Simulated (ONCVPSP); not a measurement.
# Pseudopotential generation for F: ONCV, PBEsol

Task: generate the file, and judge it by its errors in other configurations, its logarithmic derivatives, its ghosts and its cutoff.

Method: ONCVPSP 4.0.1.1 (patched build), PBEsol, scalar-relativistic.

## Step 1: Starting point

The settings as typed:

```json
{
 "element": "fluorine (F, Z = 9)",
 "type": "optimised norm-conserving Vanderbilt (ONCV)",
 "frozen core": "[He]",
 "valence charge": "7",
 "reference configuration": "2s2 2p5",
 "partial waves": "2s: rc 0.75 bohr, ncon 4, nbas 7, qcut 11.1 1/bohr, 1 projector; 2p: rc 1.90 bohr, ncon 4, nbas 8, qcut 7.4 1/bohr, 3 projectors, debl 1.5 Ha; d scattering state at 0.4 Ha: rc 2.05 bohr, ncon 4, nbas 7, qcut 4.9 1/bohr, 2 projectors, debl 0.4 Ha",
 "local potential": "polynomial inside 0.65 bohr (lpopt 4, dvloc0 0 Ha)",
 "core correction": "polynomial model core, fcfact 0.55"
}
```

The outer shells as boxes (Hund's rule for the drawing; the calculation is spin-unpolarised):

```
[He] core
2s [↑↓]
2p [↑↓][↑↓][↑ ]
```

## Step 2: Generating the potential

F.dat

```
# ATOM AND REFERENCE CONFIGURATION
# atsym  z   nc   nv     iexc    psfile
  F 9.00    1    2  -116133      upf
#
#   n    l    f
    1    0    2.00
    2    0    2.00
    2    1    5.00
#
# PSEUDOPOTENTIAL AND OPTIMIZATION
# lmax
    2
#
#   l,   rc,      ep,       ncon, nbas, qcut
    0    0.75    0.00    4    7   11.10
    1    1.90    0.00    4    8    7.40
    2    2.05    0.40    4    7    4.90
#
# LOCAL POTENTIAL
# lloc, lpopt,  rc(5),   dvloc0
    4    4    0.65    0.00
#
# VANDERBILT-KLEINMAN-BYLANDER PROJECTORs
# l, nproj, debl
    0    1    1.40
    1    3    1.50
    2    2    0.40
#
# MODEL CORE CHARGE
# icmod, fcfact, rcfact
    1    0.55    0.00
#
# LOG DERIVATIVE ANALYSIS
# epsh1, epsh2, depsh
   -3.00    5.00    0.02
#
# OUTPUT GRID
# rlmax, drl
    6.00    0.01
#
# TEST CONFIGURATIONS
# ncnf
    4
# nvcnf
#   n    l    f
    2
    2    0    2.00
    2    1    4.00
#
    2
    2    0    2.00
    2    1    3.00
#
    2
    2    0    2.00
    2    1    2.00
#
    2
    2    0    2.00
    2    1    4.50
#
```

Command:

```bash
$ oncvpsp.x < F.dat > F.out
```

**Question.** What will these runs give? Wanted: cutoffs for 1 and 0.1 mHa per electron, occupied waves; bound ghosts; GHOST(+) flags; largest test error; largest phase difference near zero energy, channels read; rms error of d²Exc/dn², without and with the model core.

The runs gave:

| quantity | value |
| --- | --- |
| cutoffs for 1 and 0.1 mHa per electron, occupied waves | 54 Ha and 104 Ha |
| bound ghosts | none found |
| GHOST(+) flags | none at low energy |
| largest test error (AE − PS) | +3374 meV, for 2s2 2p2 |
| largest phase difference near zero energy, channels read | 0.001 rad |
| rms error of d²Exc/dn², without and with the model core | 1.02 and 0.98 mHa |

In words: The worst unpolarised test, 2s2 2p2, is off by 3374 meV on 118.1 eV; by total energies transferability rates as poor. That test lies far up in energy; among those under 40 eV, nearer to bonding, the largest error is 149 meV. It counts as hard, with 54 Ha needed at the looser tolerance. The 2s wave sets it; 2p needs 20 Ha. It is free of bound ghosts as far as tested. Near zero energy the phases of the channels with partial waves agree within 0.001 rad.
